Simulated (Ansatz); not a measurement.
A run of Ansatz 0.2.0 is set up as follows.

Contents of input.yaml:

```yaml
crystal:
  lattice:
    - [2.1592890373, 1.246666107, 13.2280394098]
    - [-2.1592890373, 1.246666107, 13.2280394098]
    - [0.0, -2.4933322139, 13.2280394098]
  atoms:
    - { symbol: Te, position: [0.708972, 0.708972, 0.708972] }
    - { symbol: Te, position: [0.291028, 0.291028, 0.291028] }
    - { symbol: Te, position: [0.569683, 0.569683, 0.569683] }
    - { symbol: Te, position: [0.430317, 0.430317, 0.430317] }
    - { symbol: Sb, position: [0.859411, 0.859411, 0.859411] }
    - { symbol: Sb, position: [0.140589, 0.140589, 0.140589] }
    - { symbol: Ge, position: [0.0, 0.0, 0.0] }
hamiltonian:
  xc: lda
  pseudopotentials: { kind: paw }
kpoints:
  mp_grid: { grid: [7, 7, 7] }
scf:
  occupations: { method: fermi_dirac, width: 0.05 }
output:
  forces: true
  stress: true
  eigenvalues: true
  write_density: true
  write_potential: true
  elf: true
  volumetric_format: npy
relax:
  f_tol: 0.01
  max_steps: 40
  cell: { stress_tol: 0.05 }
```

Potentials or basis: Ansatz PAW.

The run is started by

```console
$ ansatz run input.yaml --threads 4 --pin off --max-ram 11264MiB --backend cpu --events-out ev --progress --plain --runs-dir out
```

(1) Estimate the relaxed volume.

(2) Predict the band gap on the k mesh.

Results:

(1) 28.29 Å³/atom.

(2) none (metal or under the smearing width).

Caveat: the PAW data sets come from PBE, with cores solved anew for the run's functional, which leaves a small shift of forces and pressure.
